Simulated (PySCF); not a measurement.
**C2H3In (SMILES C#[C][InH2]): CISD/def2-SVP (core potential)**

Aim: the vertical ionisation energy of C2H3In at CISD/def2-SVP (core potential), from 2 runs. 

The results are computed with PySCF 2.14.0.

4 further runs of the same task are left out: 1 for a known fault of the program, 3 set aside as unsound or not needed.

## 1. The system as given

C2H3In has 6 atoms, charge 0, and is taken as a singlet. SMILES: `C#[C][InH2]`. The coordinates come from a PBE0-D4/def2-TZVP relaxation.

Bond lengths: C1–C2 1.210 Å, C2–In3 2.097 Å, C1–H4 1.067 Å, In3–H5 1.713 Å, In3–H6 1.713 Å. Angles: C1–C2–In3 180.0°, C2–C1–H4 180.0°, C2–In3–H5 117.0°, C2–In3–H6 117.0°, H5–In3–H6 126.0°.

## 2. The energy at CISD/def2-SVP (core potential)

input.py

```python
# C#[C][InH2]
from pyscf import gto, ci

molecule = gto.M(
    atom='''
C     -0.186600    -1.928000     0.015100
C     -0.070400    -0.723400     0.005900
In     0.131900     1.363900    -0.010600
H     -0.289000    -2.989600     0.023300
H      0.673500     2.081500    -1.468800
H     -0.259400     2.195500     1.435000
''',
    verbose=4,
    symmetry=True,
    max_memory=1860,
    ecp={'In': 'def2-svp'},
    basis='def2-svp',
)

mf = molecule.RHF()
mf.kernel()

cisd = ci.CISD(mf, frozen=6)
cisd.kernel()
e_final = cisd.e_tot
print('E = %.10f Eh' % e_final)
```

The run is started by

```console
$ OMP_NUM_THREADS=1 python input.py
```

Output:

```text
PySCF version 2.14.0

[INPUT] num. atoms = 6
[INPUT] num. electrons = 36
[INPUT] charge = 0
[INPUT] spin (= nelec alpha-beta = 2S) = 0
[INPUT] symmetry True subgroup None
[INPUT] Mole.unit = angstrom
[INPUT] Symbol           X                Y                Z      unit          X                Y                Z       unit  Magmom
[INPUT]  1 C     -0.186600000000  -1.928000000000   0.015100000000 AA   -0.352622894844  -3.643391968161   0.028534864481 Bohr   0.0
[INPUT]  2 C     -0.070400000000  -0.723400000000   0.005900000000 AA   -0.133036719169  -1.367027878510   0.011149384135 Bohr   0.0
[INPUT]  3 In     0.131900000000   1.363900000000  -0.010600000000 AA    0.249254875830   2.577397461294  -0.020031096920 Bohr   0.0
[INPUT]  4 H     -0.289000000000  -2.989600000000   0.023300000000 AA   -0.546130849999  -5.649525222000   0.044030618702 Bohr   0.0
[INPUT]  5 H      0.673500000000   2.081500000000  -1.468800000000 AA    1.272730544895   3.933464928282  -2.775629731761 Bohr   0.0
[INPUT]  6 H     -0.259400000000   2.195500000000   1.435000000000 AA   -0.490194956712   4.148893706483   2.711756988751 Bohr   0.0

nuclear repulsion = 91.3583464363013
point group symmetry = C1
symmetry origin: [0. 0. 0.]
symmetry axis x: [1. 0. 0.]
symmetry axis y: [0. 1. 0.]
symmetry axis z: [0. 0. 1.]
num. orbitals of irrep A = 69
number of shells = 31
number of NR pGTOs = 130
number of NR cGTOs = 69
basis = def2-svp
ecp = {'In': 'def2-svp'}

******** <class 'pyscf.scf.hf.RHF'> ********
method = RHF
initial guess = minao
damping factor = 0
level_shift factor = 0
DIIS = <class 'pyscf.scf.diis.CDIIS'>
diis_start_cycle = 1
diis_space = 8
diis_damp = 0
SCF conv_tol = 1e-09
SCF conv_tol_grad = None
SCF max_cycles = 50
direct_scf = True
direct_scf_tol = 1e-13
Set gradient conv threshold to 3.16228e-05
Initial guess from minao.
init E= -244.996573168983
  HOMO = -0.57660453355634  LUMO = -0.447358935930161  gap/eV = 3.51695
cycle= 1 E= -265.93384942578  delta_E= -20.9  |g|= 1.47  |ddm|= 12.4
  HOMO = -0.267838678416995  LUMO = 0.0845258511250061  gap/eV = 9.58833
cycle= 2 E= -266.353474959058  delta_E= -0.42  |g|= 0.903  |ddm|=    4
  HOMO = -0.371962749714525  LUMO = 0.0333804224919803  gap/eV = 11.02995
cycle= 3 E= -266.52662569302  delta_E= -0.173  |g|= 0.171  |ddm|= 1.02
  HOMO = -0.377805354487304  LUMO = 0.0268330742520497  gap/eV = 11.01077
cycle= 4 E= -266.534116223867  delta_E= -0.00749  |g|= 0.0635  |ddm|= 0.198
  HOMO = -0.38350905150921  LUMO = 0.0244592690253  gap/eV = 11.10138
cycle= 5 E= -266.535286359843  delta_E= -0.00117  |g|= 0.009  |ddm|= 0.105
  HOMO = -0.381260723935422  LUMO = 0.0247679544380777  gap/eV = 11.04860
cycle= 6 E= -266.535349974404  delta_E= -6.36e-05  |g|= 0.002  |ddm|= 0.0359
  HOMO = -0.381804653915359  LUMO = 0.0246833293757156  gap/eV = 11.06110
cycle= 7 E= -266.535352184328  delta_E= -2.21e-06  |g|= 0.000742  |ddm|= 0.00373
  HOMO = -0.381624347054281  LUMO = 0.0246720130846789  gap/eV = 11.05589
cycle= 8 E= -266.535352549497  delta_E= -3.65e-07  |g|= 9.55e-05  |ddm|= 0.00226
  HOMO = -0.381623070771012  LUMO = 0.0246741263852268  gap/eV = 11.05591
cycle= 9 E= -266.535352556481  delta_E= -6.98e-09  |g|= 1.8e-05  |ddm|= 0.000274
  HOMO = -0.381625352807146  LUMO = 0.024674041403145  gap/eV = 11.05597
cycle= 10 E= -266.535352556836  delta_E= -3.56e-10  |g|= 7.1e-06  |ddm|= 4.46e-05
  HOMO = -0.381625626404854  LUMO = 0.0246742577127694  gap/eV = 11.05598
Extra cycle  E= -266.535352556899  delta_E= -6.26e-11  |g|= 4.75e-06  |ddm|= 1.3e-05
converged SCF energy = -266.535352556899

******** <class 'pyscf.ci.cisd.RCISD'> ********
CISD nocc = 12, nmo = 63
frozen orbitals 6
max_cycle = 50
direct = 0
conv_tol = 1e-09
max_cycle = 50
max_space = 12
lindep = 0
nroots = 1
Init t2, MP2 energy = -0.339000079282658
RCISD converged
E(RCISD) = -266.8612366570696  E_corr = -0.3258841001705388
E = -266.8612366571 Eh
```

It took 4.5 s on 1 thread of Arm Neoverse V2, shared host; peak memory 0.27 GiB.

## 3. The doublet cation, same level

calc.py

```python
from pyscf import gto, ci

mol = gto.Mole()
mol.atom = '''
C     -0.186600    -1.928000     0.015100
C     -0.070400    -0.723400     0.005900
In     0.131900     1.363900    -0.010600
H     -0.289000    -2.989600     0.023300
H      0.673500     2.081500    -1.468800
H     -0.259400     2.195500     1.435000
'''
mol.basis = 'def2-svp'
mol.charge = 1
mol.max_memory = 1860
mol.verbose = 4
mol.ecp = {'In': 'def2-svp'}
mol.spin = 1
mol.symmetry = True
mol.build()

hf = mol.UHF()
hf.kernel()
if not hf.converged:
    hf = hf.newton().run(hf.mo_coeff, hf.mo_occ)

cisd = ci.CISD(hf, frozen=6)
cisd.kernel()
etot = cisd.e_tot
print(f'total energy: {etot:.8f} hartree')
```

The run is started by

```console
$ OMP_NUM_THREADS=1 python calc.py
```

Output:

```text
PySCF version 2.14.0

[INPUT] num. atoms = 6
[INPUT] num. electrons = 35
[INPUT] charge = 1
[INPUT] spin (= nelec alpha-beta = 2S) = 1
[INPUT] symmetry True subgroup None
[INPUT] Mole.unit = angstrom
[INPUT] Symbol           X                Y                Z      unit          X                Y                Z       unit  Magmom
[INPUT]  1 C     -0.186600000000  -1.928000000000   0.015100000000 AA   -0.352622894844  -3.643391968161   0.028534864481 Bohr   0.0
[INPUT]  2 C     -0.070400000000  -0.723400000000   0.005900000000 AA   -0.133036719169  -1.367027878510   0.011149384135 Bohr   0.0
[INPUT]  3 In     0.131900000000   1.363900000000  -0.010600000000 AA    0.249254875830   2.577397461294  -0.020031096920 Bohr   0.0
[INPUT]  4 H     -0.289000000000  -2.989600000000   0.023300000000 AA   -0.546130849999  -5.649525222000   0.044030618702 Bohr   0.0
[INPUT]  5 H      0.673500000000   2.081500000000  -1.468800000000 AA    1.272730544895   3.933464928282  -2.775629731761 Bohr   0.0
[INPUT]  6 H     -0.259400000000   2.195500000000   1.435000000000 AA   -0.490194956712   4.148893706483   2.711756988751 Bohr   0.0

nuclear repulsion = 91.3583464363013
point group symmetry = C1
symmetry origin: [0. 0. 0.]
symmetry axis x: [1. 0. 0.]
symmetry axis y: [0. 1. 0.]
symmetry axis z: [0. 0. 1.]
num. orbitals of irrep A = 69
number of shells = 31
number of NR pGTOs = 130
number of NR cGTOs = 69
basis = def2-svp
ecp = {'In': 'def2-svp'}

******** <class 'pyscf.scf.uhf.UHF'> ********
method = UHF
initial guess = minao
damping factor = 0
level_shift factor = 0
DIIS = <class 'pyscf.scf.diis.CDIIS'>
diis_start_cycle = 1
diis_space = 8
diis_damp = 0
SCF conv_tol = 1e-09
SCF conv_tol_grad = None
SCF max_cycles = 50
direct_scf = True
direct_scf_tol = 1e-13
number electrons alpha = 18  beta = 17
Set gradient conv threshold to 3.16228e-05
init E= -244.996573168983
[... the frontier-level lines of each cycle are left out ...]

cycle= 1 E= -265.533429233926  delta_E= -20.5  |g|= 1.08  |ddm|= 8.75
cycle= 2 E= -265.787195785288  delta_E= -0.254  |g|= 0.815  |ddm|= 3.01
cycle= 3 E= -266.162512856653  delta_E= -0.375  |g|= 0.191  |ddm|= 1.12
cycle= 4 E= -266.192280644676  delta_E= -0.0298  |g|= 0.0632  |ddm|= 0.19
cycle= 5 E= -266.200003853024  delta_E= -0.00772  |g|= 0.0353  |ddm|= 0.12
cycle= 6 E= -266.204621549261  delta_E= -0.00462  |g|= 0.0205  |ddm|= 0.0941
cycle= 7 E= -266.206089948309  delta_E= -0.00147  |g|= 0.0108  |ddm|= 0.0559
cycle= 8 E= -266.206671247925  delta_E= -0.000581  |g|= 0.00693  |ddm|= 0.0412
cycle= 9 E= -266.206890343589  delta_E= -0.000219  |g|= 0.00311  |ddm|= 0.0394
cycle= 10 E= -266.206920249984  delta_E= -2.99e-05  |g|= 0.00197  |ddm|= 0.015
cycle= 11 E= -266.206934001868  delta_E= -1.38e-05  |g|= 0.0013  |ddm|= 0.0124
cycle= 12 E= -266.206939485565  delta_E= -5.48e-06  |g|= 0.000935  |ddm|= 0.00374
cycle= 13 E= -266.206949147715  delta_E= -9.66e-06  |g|= 0.00062  |ddm|= 0.00763
cycle= 14 E= -266.206954789795  delta_E= -5.64e-06  |g|= 0.00022  |ddm|= 0.00903
cycle= 15 E= -266.20695526332  delta_E= -4.74e-07  |g|= 6.1e-05  |ddm|= 0.00297
cycle= 16 E= -266.206955275831  delta_E= -1.25e-08  |g|= 2.38e-05  |ddm|= 0.000454
cycle= 17 E= -266.206955276916  delta_E= -1.08e-09  |g|= 1.2e-05  |ddm|= 7.66e-05
cycle= 18 E= -266.206955277171  delta_E= -2.55e-10  |g|= 4.01e-06  |ddm|= 3.77e-05
Extra cycle  E= -266.206955277204  delta_E= -3.34e-11  |g|= 2.8e-06  |ddm|= 6.46e-06
converged SCF energy = -266.206955277204  <S^2> = 0.75691227  2S+1 = 2.0069004

******** <class 'pyscf.ci.ucisd.UCISD'> ********
CISD nocc = (np.int64(12), np.int64(11)), nmo = (63, 63)
frozen orbitals 6
max_cycle = 50
direct = 0
conv_tol = 1e-09
max_cycle = 50
max_space = 12
lindep = 0
nroots = 1
Init t2, MP2 energy = -0.284698119498416
UCISD converged
E(UCISD) = -266.4994820734998  E_corr = -0.2925267962956661
total energy: -266.49948207 hartree
```

It took 14 s on 1 thread of Arm Neoverse V2, shared host; peak memory 0.75 GiB.

## 4. What came out

Level: CISD/def2-SVP (core potential), 6 core orbitals frozen.

| quantity | value |
| --- | --- |
| singlet C2H3In: total energy | -266.86124 Eh |
| singlet C2H3In: dipole moment (Hartree–Fock density) | 0.25 D |
| singlet C2H3In: HOMO energy (Hartree–Fock orbitals) | -10.38 eV |
| singlet C2H3In: LUMO energy (Hartree–Fock orbitals) | 0.67 eV |
| singlet C2H3In: HOMO–LUMO gap (Hartree–Fock orbitals) | 11.06 eV |
| singlet C2H3In: correlation energy (6 core orbitals frozen) | -325.9 mEh |
| doublet cation: total energy | -266.49948 Eh |
| doublet cation: HOMO energy (Hartree–Fock orbitals) (highest over α and β) | -15.85 eV |
| doublet cation: LUMO energy (Hartree–Fock orbitals) (lowest over α and β) | -7.54 eV |
| doublet cation: correlation energy (6 core orbitals frozen) | -292.5 mEh |
| doublet cation: ⟨S²⟩ of the reference determinant | 0.757 |
| vertical ionisation energy (to the doublet cation) | 9.844 eV |

In words: The vertical ionisation energy comes to 9.84 eV (950 kJ/mol). Mulliken charges (singlet C2H3In) of the mean-field density run from -0.31 on C1 to +0.70 on In3.
